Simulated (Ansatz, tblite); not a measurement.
# C₁₄H₃₀O₄: one state, many levels

The task here is to estimate one member of a computed series from the others.

Program: Ansatz 0.2.0, Gaussian basis. Level of theory: as each input shows. These are calculated values, not measurements.

Levels to be run: GFN1-xTB, GFN2-xTB, PBE-D4/def2-TZVP, r2SCAN-D4/def2-TZVP, LC-ωPBE/def2-TZVP, CAM-B3LYP-D4/def2-TZVP, r2SCAN0-D4/def2-TZVP, LC-ωPBE(0.10)/def2-SVP, LC-ωPBE(0.15)/def2-SVP, LC-ωPBE(0.20)/def2-SVP, LC-ωPBE(0.30)/def2-SVP, PBE-D4/def2-SVP, PBE0-D4/def2-SVP, HF/6-31G, B3LYP-D4/6-31G, MP2/def2-SVP, RPA/def2-SVP.

## The geometry

The singlet was relaxed beforehand with PBE-D4/def2-SVP.

SMILES `CCC(CC(CC(CC(C)OC)OC)OC)OC`, 48 atoms, charge 0, spin multiplicity 1.

Bond lengths: C1–C2 1.528 Å, C1–H19 1.108 Å, C1–H20 1.108 Å, C1–H21 1.111 Å, C2–C3 1.534 Å, C2–H22 1.112 Å, C2–H23 1.112 Å, C3–C4 1.533 Å, C3–O17 1.435 Å, C3–H24 1.118 Å, C4–C5 1.536 Å, C4–H25 1.111 Å, C4–H26 1.111 Å, C5–C6 1.534 Å, C5–O15 1.428 Å, C5–H27 1.115 Å, C6–C7 1.527 Å, C6–H28 1.111 Å and more. Angles: C2–C1–H19 111.5°, C2–C1–H20 110.5°, C2–C1–H21 111.6°, H19–C1–H20 107.7°, H19–C1–H21 107.5°, H20–C1–H21 107.8°, C1–C2–C3 114.0°, C1–C2–H22 109.8°, C1–C2–H23 110.5°, C3–C2–H22 107.8°, C3–C2–H23 108.2°, H22–C2–H23 106.2°, C2–C3–C4 111.9°, C2–C3–O17 109.7°, C2–C3–H24 108.1°, C4–C3–O17 108.9°, C4–C3–H24 109.2°, O17–C3–H24 108.9° and more.

PBE0-D4/def2-TZVP was run before; its log isn't repeated, and its numbers join the tables.

Set-up of the first run:

Tight binding, by tblite at 300 K electronic temperature and without a spin-polarisation term:

```python
tblite.interface.Calculator('GFN1-xTB', numbers, positions, charge=0, uhf=0).singlepoint()
```

Tight binding, by tblite at 300 K electronic temperature and without a spin-polarisation term:

```python
tblite.interface.Calculator('GFN2-xTB', numbers, positions, charge=0, uhf=0).singlepoint()
```

start.molden holds the orbitals of an earlier run on this state, given as this run's starting guess.

in.yaml

```yaml
crystal:
  periodic: [false, false, false]
  atoms:
    - {symbol: C, position_ang: [4.235792, 1.907562, 0.868546]}
    - {symbol: C, position_ang: [3.827351, 0.439081, 0.971651]}
    - {symbol: C, position_ang: [2.446362, 0.133043, 0.377475]}
    - {symbol: C, position_ang: [2.081895, -1.349799, 0.509909]}
    - {symbol: C, position_ang: [0.746838, -1.752851, -0.132892]}
    - {symbol: C, position_ang: [-0.481584, -1.142321, 0.553535]}
    - {symbol: C, position_ang: [-1.628713, -0.841038, -0.408341]}
    - {symbol: C, position_ang: [-2.857033, -0.229839, 0.285527]}
    - {symbol: C, position_ang: [-2.590357, 1.075511, 1.038813]}
    - {symbol: C, position_ang: [-3.884245, 1.703718, 1.561365]}
    - {symbol: O, position_ang: [-1.892404, 1.943717, 0.140730]}
    - {symbol: C, position_ang: [-1.282432, 3.055865, 0.750393]}
    - {symbol: O, position_ang: [-1.969196, -2.055947, -1.075154]}
    - {symbol: C, position_ang: [-2.635044, -1.884135, -2.301666]}
    - {symbol: O, position_ang: [0.619321, -3.174944, -0.089520]}
    - {symbol: C, position_ang: [0.927258, -3.818809, -1.299026]}
    - {symbol: O, position_ang: [2.425659, 0.494600, -1.010764]}
    - {symbol: C, position_ang: [1.571415, 1.567721, -1.339307]}
    - {symbol: H, position_ang: [5.242447, 2.080408, 1.298980]}
    - {symbol: H, position_ang: [4.263028, 2.229974, -0.191493]}
    - {symbol: H, position_ang: [3.524427, 2.569107, 1.406907]}
    - {symbol: H, position_ang: [4.572444, -0.197149, 0.445999]}
    - {symbol: H, position_ang: [3.830373, 0.108549, 2.033162]}
    - {symbol: H, position_ang: [1.688854, 0.748029, 0.922657]}
    - {symbol: H, position_ang: [2.884492, -1.949500, 0.028779]}
    - {symbol: H, position_ang: [2.070275, -1.635951, 1.583658]}
    - {symbol: H, position_ang: [0.772879, -1.409524, -1.192918]}
    - {symbol: H, position_ang: [-0.818394, -1.852420, 1.338651]}
    - {symbol: H, position_ang: [-0.205148, -0.196793, 1.061822]}
    - {symbol: H, position_ang: [-1.261692, -0.104101, -1.164544]}
    - {symbol: H, position_ang: [-3.643287, -0.035628, -0.475249]}
    - {symbol: H, position_ang: [-3.273022, -0.976342, 0.994743]}
    - {symbol: H, position_ang: [-1.922917, 0.862704, 1.912919]}
    - {symbol: H, position_ang: [-4.554922, 1.960152, 0.715968]}
    - {symbol: H, position_ang: [-3.693648, 2.625526, 2.146052]}
    - {symbol: H, position_ang: [-4.417187, 0.994620, 2.225883]}
    - {symbol: H, position_ang: [-0.690367, 3.578286, -0.026763]}
    - {symbol: H, position_ang: [-2.016039, 3.782683, 1.172659]}
    - {symbol: H, position_ang: [-0.589475, 2.753020, 1.574751]}
    - {symbol: H, position_ang: [-2.761795, -2.887947, -2.753687]}
    - {symbol: H, position_ang: [-3.648252, -1.425617, -2.195983]}
    - {symbol: H, position_ang: [-2.050175, -1.247162, -3.010763]}
    - {symbol: H, position_ang: [0.812804, -4.909314, -1.134540]}
    - {symbol: H, position_ang: [1.976272, -3.630662, -1.641001]}
    - {symbol: H, position_ang: [0.234602, -3.512972, -2.120584]}
    - {symbol: H, position_ang: [0.508697, 1.376976, -1.056717]}
    - {symbol: H, position_ang: [1.619686, 1.701820, -2.438758]}
    - {symbol: H, position_ang: [1.884146, 2.528084, -0.861883]}
basis:
  gaussian: {orbitals: def2-TZVP, fitting: {mean_field: def2-universal-jkfit}, initial_orbitals: start.molden}
hamiltonian: {xc: pbe, dispersion: d4}
scf: {omitted_lower_state_checks: [starts]}
output: {orbitals: {seedname: orbitals}}
```

Launch:

```sh
$ ansatz run in.yaml --threads 2 --pin off --events-out ev --progress --plain --max-ram 22528MiB --backend cuda --devices 0, --max-vram 18GiB
```

Among the steps run: PBE-D4/def2-TZVP; r2SCAN-D4/def2-TZVP; LC-ωPBE/def2-TZVP; CAM-B3LYP-D4/def2-TZVP; r2SCAN0-D4/def2-TZVP; LC-ωPBE(0.10)/def2-SVP; LC-ωPBE(0.15)/def2-SVP; LC-ωPBE(0.20)/def2-SVP; LC-ωPBE(0.30)/def2-SVP; PBE-D4/def2-SVP; PBE0-D4/def2-SVP; HF/6-31G; B3LYP-D4/6-31G; MP2/def2-SVP; RPA/def2-SVP.

One of the session's tables, all rows but one given; the rest of the session is left out.

It belongs to the step «Binding energy». 

```
                 level  binding an atom (eV)
              HF/6-31G                 2.867
           HF/def2-SVP                     ?
       PBE-D4/def2-SVP                 4.303
      PBE-D4/def2-TZVP                 4.250
   r2SCAN-D4/def2-TZVP                 4.164
        B3LYP-D4/6-31G                 4.060
      PBE0-D4/def2-SVP                 4.235
     PBE0-D4/def2-TZVP                 4.180
  r2SCAN0-D4/def2-TZVP                 4.109
CAM-B3LYP-D4/def2-TZVP                 4.175
     LC-ωPBE/def2-TZVP                 4.147
          MP2/def2-SVP                 4.037
```

Q: Estimate the row for HF/def2-SVP from the others.

As computed: binding an atom (eV): 3.108. In the column «binding an atom (eV)» it lies between HF/6-31G (2.867) and MP2/def2-SVP (4.037).

Caveats from the session: Free atoms were run apart at each level; binding is atoms less cluster, divided by the number of atoms, without zero-point or spin-orbit terms.
